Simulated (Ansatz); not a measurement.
# LiRu: the cost of one run

Program: Ansatz 0.2.0. Level of theory: DFT PBE, scalar-relativistic, plane waves, PAW. These are calculated values, not measurements.

## Step 1: The starting structure

Symmetry: Fd-3m, No. 227, cubic system. Conventional cell: a = 5.929 Å, b = 5.929 Å, c = 5.929 Å, α = 90.00°, β = 90.00°, γ = 90.00°. Li (site symmetry -43m) has 4 Li at 2.57 Å and 4 Ru at 2.57 Å as nearest neighbours. Around Ru (site symmetry -43m) lie 4 Li at 2.57 Å and 4 Ru at 2.57 Å.

Structure file:

```xyz
4
Lattice="0.0000 2.9645 2.9645 2.9645 0.0000 2.9645 2.9645 2.9645 0.0000" Properties=species:S:1:pos:R:3 pbc="T T T"
Li    1.4822    1.4822    1.4822
Li    0.0000    0.0000    0.0000
Ru    4.4467    4.4467    4.4467
Ru    2.9645    2.9645    2.9645
```

Recipe of the guess: random cell by space group and Wyckoff sites (Fd-3m, No. 227). The dimensions are guesses.

## Step 2: The guess as it stands, on a coarse mesh

Input file input.yaml:

```yaml
crystal:
  lattice:
    - [0.0, 2.96447264, 2.96447264]
    - [2.96447264, 0.0, 2.96447264]
    - [2.96447264, 2.96447264, 0.0]
  atoms:
    - { symbol: Li, position: [0.25, 0.25, 0.25] }
    - { symbol: Li, position: [0.0, 0.0, 0.0] }
    - { symbol: Ru, position: [0.75, 0.75, 0.75] }
    - { symbol: Ru, position: [0.5, 0.5, 0.5] }
basis:
  ecutwfc: 420
kpoints:
  mp_grid: { grid: [6, 6, 6] }
hamiltonian:
  xc: pbe
scf:
  occupations: { method: gaussian, width: 0.1 }
  lower_state_search: "off"
output:
  forces: true
  stress: true
  eigenvalues: true
```

Started as:

```console
$ ansatz run input.yaml --threads 1 --pin off --max-ram 2048MiB --backend cpu --events-out ev --progress --plain --runs-dir out
```

Q: Estimate wall time and peak memory on 1 thread of Arm Neoverse V1, shared host.

About 1.2 s, with a peak of 0.29 GiB.
